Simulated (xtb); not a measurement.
# CH3Cl2IOSn (SMILES C[O][Sn]([Cl])([Cl])[I]): GFN-FF

We compute energy and forces of CH3Cl2IOSn. 

Program for the calculation: xtb 6.7.1.

6 further runs of the same task are left out: 1 that didn't finish, 5 set aside as unsound or not needed.

## (1) The system as given

CH3Cl2IOSn: 9 atoms, total charge 0, spin state singlet. As SMILES, `C[O][Sn]([Cl])([Cl])[I]`. Geometry: optimised at GFN2-xTB. This is one conformer, not always the lowest.

Bond lengths: C1–O2 1.390 Å, O2–Sn3 2.044 Å, Sn3–Cl4 2.326 Å, Sn3–Cl5 2.303 Å, Sn3–I6 2.702 Å, C1–H7 1.093 Å, C1–H8 1.093 Å, C1–H9 1.095 Å. Some angles: C1–O2–Sn3 124.1°, O2–Sn3–Cl4 110.1°, O2–Sn3–Cl5 106.1°, O2–Sn3–I6 106.5°, Cl4–Sn3–Cl5 109.8°, Cl4–Sn3–I6 111.0°, Cl5–Sn3–I6 113.2°, O2–C1–H7 105.3°, O2–C1–H8 112.2°, O2–C1–H9 112.9°.

## (2) Energy and forces at GFN-FF

start.xyz

```xyz
9

C      0.180019    -1.176241     1.063022
O      0.845665    -0.489612     0.053724
Sn     0.003730     0.998902    -1.065967
Cl    -1.325508     0.085027    -2.742061
Cl     1.757293     2.157748    -2.006205
I     -1.471972     2.496101     0.631329
H      0.961273    -1.705763     1.614338
H     -0.533392    -1.903186     0.667164
H     -0.328608    -0.509377     1.767455
```

Launch:

```console
$ xtb start.xyz --chrg 0 -u 0 --gfnff --grad > run.log
```

Q: Predict the results. Wanted: steric energy; dipole moment; dispersion energy; largest force on an atom.

Computed results:

Level: GFN-FF.

```
                           quantity          value
     steric energy (arbitrary zero)    -0.77209 Eh
dipole moment (from atomic charges)         2.86 D
                  dispersion energy  -17.26 kJ/mol
           largest force on an atom     1.541 eV/Å
```

**Reading.** The largest force is 1.54 eV/Å: the shape isn't a stationary point for this species at this level.
